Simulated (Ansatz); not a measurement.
# Be (Beryllium): further runs on the relaxed cell

The task here is to estimate one member of a computed series from the others.

Program: Ansatz 0.2.0. Level of theory: DFT PBE+D3(BJ), scalar-relativistic, plane waves, PAW. These are calculated values, not measurements.

### The structure to begin with

Symmetry: P6_3/mmc, No. 194, hexagonal system. The conventional cell has a = 2.214 Å, b = 2.214 Å, c = 3.500 Å, α = 90.00°, β = 90.00°, γ = 120.00°. Around Be (site symmetry -6m2) lie 12 Be at 2.17 to 2.21 Å.

Structure file:

```xyz
2
Lattice="2.2142 0.0000 0.0000 -1.1071 1.9176 0.0000 0.0000 0.0000 3.5000" Properties=species:S:1:pos:R:3 pbc="T T T"
Be    0.0000    1.2784    0.8750
Be    1.1071    0.6392    2.6250
```

This cell was relaxed beforehand with the same method: volume 7.43 Å³/atom, gap on the mesh none (metal).

Set-up of the first run:

Contents of input.yaml:

```yaml
crystal:
  lattice:
    - [2.191854136, 0.0, 0.0]
    - [-1.095927068, 1.8982013632, 0.0]
    - [0.0, 0.0, 3.4646467406]
  atoms:
    - { symbol: Be, position: [0.3333333333, 0.6666666667, 0.25] }
    - { symbol: Be, position: [0.6666666667, 0.3333333333, 0.75] }
basis:
  ecutwfc: 420
kpoints:
  mp_grid: { grid: [21, 21, 12] }
hamiltonian:
  xc: pbe
  dispersion: d3bj
scf:
  occupations: { method: gaussian, width: 0.1 }
output:
  forces: true
  stress: true
  eigenvalues: true
relax:
  adjacent_minimum: "off"
  f_tol: 0.01
  max_steps: 30
  cell: { stress_tol: 0.1, fix: [volume] }
```

Started as:

```
$ ansatz run input.yaml --threads 1 --pin off --max-ram 2560MiB --backend cpu --events-out ev --progress --plain --runs-dir out
```

Among the steps run: The cell scaled to 0.97 of its volume; The cell scaled to 1.03 of its volume; Volume × 0.94; Volume × 1.06; Point at V/V0 = 0.91; Point at V/V0 = 1.10; Volume × 0.88.

One table of the session follows, with a row left open; its other results are not shown here.

It belongs to the step «Equation of state». 

| volume (Å³/atom) | energy above the lowest point (meV/atom) | pressure (GPa) |
| --- | --- | --- |
| 6.539 | 53.3 | 21.03 |
| 6.762 | 28.6 | 14.68 |
| 6.985 | ? | ? |
| 7.207 | 2.9 | 4.26 |
| 7.430 | 0.0 | -0.01 |
| 7.653 | 2.7 | -3.76 |
| 7.876 | 10.3 | -7.05 |
| 8.173 | 27.0 | -10.84 |

**Question.** Estimate the row for volume (Å³/atom) = 6.985.

Worked estimate for «energy above the lowest point (meV/atom)». A straight line through the neighbours (6.762, 28.6) and (7.207, 2.9) gives 28.6 + (2.9 − 28.6) × (6.985 − 6.762) / (7.207 − 6.762) = 15.7; a parabola fitted to 4 rows on both sides gives 12.1.

**Answer.** energy above the lowest point (meV/atom): 12.1; pressure (GPa): 9.13. In «energy above the lowest point (meV/atom)» the line misses by +3.6 and the parabola by 0.0.
